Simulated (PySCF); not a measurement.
# The bond of SnF, level by level

One table from this session's results is given with a row withheld; the runs are named, their logs left out.

Program: PySCF 2.14.0. Level of theory: Sn aug-cc-pVDZ-PP with ECP28, F aug-cc-pVDZ, scalar-relativistic core potentials. These are calculated values, not measurements.

Set-up of the first run:

A driver script around PySCF takes these settings:

- atoms: Sn, F
- charge: 0
- basis: Sn aug-cc-pVDZ-PP with ECP28, F aug-cc-pVDZ
- Hamiltonian: scalar-relativistic core potentials
- basis functions: 55
- electrons treated: 31
- masses in u: 119.9022, 18.9984
- levels: PBE0, PBE, r²SCAN, TPSS, M06, revPBE, CAM-B3LYP, HF, MP2, SCS-MP2, CCSD, CCSD(T)
- grid: 80 radial by 434 angular points
- occupations: held fixed by the projection of orbital angular momentum
- dissociation limit: Sn + F, each in its ground configuration
- starting distance in angstrom: 1.965
- values of 2S to try: 1, 3

Command:

```bash
OMP_NUM_THREADS=1 python dia.py task.json out
```

Among the steps run: Input; The PBE0 curve of the state that the search chose; Excited determinants; PBE (GGA); r²SCAN (meta-GGA); TPSS (meta-GGA); M06; revPBE; CAM-B3LYP (range-separated hybrid); UHF (mean field); Adding correlation.

One table of the session follows, with a row left open; its other results are not shown here.

Energy (eV) from each level's lowest point:

| R (Å) | UHF | UHF-MP2 | UHF-SCS-MP2 | UHF-CCSD | UHF-CCSD(T) |
| --- | --- | --- | --- | --- | --- |
| 1.705 | 1.018 | 1.177 | 1.189 | n/a | n/a |
| 1.785 | 0.396 | 0.505 | 0.513 | 0.483 | 0.503 |
| 1.864 | 0.087 | 0.150 | 0.155 | 0.137 | 0.149 |
| 1.923 | ? | ? | ? | ? | ? |
| 1.983 | 0.001 | 0.000 | 0.000 | 0.000 | 0.000 |
| 2.042 | 0.067 | 0.037 | 0.035 | 0.043 | 0.038 |
| 2.122 | 0.225 | 0.162 | 0.156 | 0.175 | 0.162 |
| 2.221 | 0.496 | 0.396 | 0.387 | 0.418 | 0.395 |
| 2.340 | 0.873 | 0.741 | 0.727 | 0.770 | 0.737 |
| 2.499 | 1.404 | 1.242 | 1.222 | n/a | n/a |

Estimate the missing values for R (Å) = 1.923.

Worked estimate for «UHF». A straight line through the neighbours (1.864, 0.087) and (1.983, 0.001) gives 0.087 + (0.001 − 0.087) × (1.923 − 1.864) / (1.983 − 1.864) = 0.044; a parabola fitted to 4 rows on both sides gives -0.006.

As computed: UHF: 0.000; UHF-MP2: 0.030; UHF-SCS-MP2: 0.032; UHF-CCSD: 0.023; UHF-CCSD(T): 0.029. In «UHF» the line misses by +0.044 and the parabola by -0.006.
